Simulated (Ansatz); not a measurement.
# H9N3SSi: the cost of one run

All numbers below are computed with Ansatz 0.2.0 (RKS PBE/6-31G*).

1 further run of the same task is left out (it didn't finish).

### Step 1. The starting structure

Bond lengths: Si1–N3 1.820 Å, N3–H4 1.060 Å, N3–H5 1.060 Å, Si1–N6 1.819 Å, N6–H7 1.060 Å, N6–H8 1.060 Å, Si1–N9 1.819 Å, N9–H10 1.060 Å, N9–H11 1.060 Å, Si1–S12 2.460 Å, S12–H13 1.400 Å. Angles (14 of 16 angles, heavy atoms first): N3–Si1–N6 109.5°, N3–Si1–N9 109.5°, N3–Si1–S12 75.8°, N6–Si1–N9 109.5°, N6–Si1–S12 173.4°, N9–Si1–S12 64.4°, Si1–N3–H4 120.0°, Si1–N3–H5 120.0°, Si1–N6–H7 120.0°, Si1–N6–H8 120.0°, Si1–N9–H10 120.0°, Si1–N9–H11 120.0°, Si1–S12–H13 109.5°, H4–N3–H5 120.0°.

Coordinates:

```xyz
14

Si    0.0000    0.0000    0.0000
H     0.0000    0.0000    1.8100
N     1.7163    0.0000   -0.6061
H     2.2145   -0.9180   -0.7868
H     2.2175    0.9180   -0.7783
N    -0.8572    1.4851   -0.6061
H    -1.8773    1.4300   -0.8888
H    -0.3367    2.4058   -0.6766
N    -0.8572   -1.4851   -0.6061
H    -1.3922   -2.1014    0.0704
H    -0.8219   -1.7344   -1.6357
S     0.9154   -2.1476    0.7757
H     0.0354   -3.1814    0.4338
H     0.3729   -0.8749    1.8802
```

### Step 2. Pulling towards end A

Springs on the bonds that form and break draw the guess towards this end; the thresholds are loose.

Input file input.yaml:

```yaml
crystal:
  periodic: [false, false, false]
  atoms:
    - { symbol: Si, position_ang: [0.0, 0.0, 0.0] }
    - { symbol: H, position_ang: [0.0, 0.0, 1.81] }
    - { symbol: "N", position_ang: [1.7163, 0.0, -0.6061] }
    - { symbol: H, position_ang: [2.2145, -0.918, -0.7868] }
    - { symbol: H, position_ang: [2.2175, 0.918, -0.7783] }
    - { symbol: "N", position_ang: [-0.8572, 1.4851, -0.6061] }
    - { symbol: H, position_ang: [-1.8773, 1.43, -0.8888] }
    - { symbol: H, position_ang: [-0.3367, 2.4058, -0.6766] }
    - { symbol: "N", position_ang: [-0.8572, -1.4851, -0.6061] }
    - { symbol: H, position_ang: [-1.3922, -2.1014, 0.0704] }
    - { symbol: H, position_ang: [-0.8219, -1.7344, -1.6357] }
    - { symbol: S, position_ang: [0.9154, -2.1476, 0.7757] }
    - { symbol: H, position_ang: [0.0354, -3.1814, 0.4338] }
    - { symbol: H, position_ang: [0.3729, -0.8749, 1.8802] }
basis:
  gaussian: { orbitals: "6-31G*" }
hamiltonian:
  xc: pbe
relax:
  f_tol: 0.15
  max_steps: 25
  restrain:
    - { distance: [0, 11], at: 3.36, k: 30.0 }
    - { distance: [13, 1], at: 1.86, k: 30.0 }
    - { distance: [0, 1], at: 1.46, k: 30.0 }
    - { distance: [13, 11], at: 1.4, k: 30.0 }
```

The run is started by

```
ansatz run input.yaml --threads 2 --pin off --max-ram 3072MiB --backend cpu --events-out ev --progress --plain --runs-dir out
```

**Question.** How long does this run take on 2 threads of Arm Neoverse V1, shared host, and how much memory does it need?

About 46 s, with a peak of 0.15 GiB.
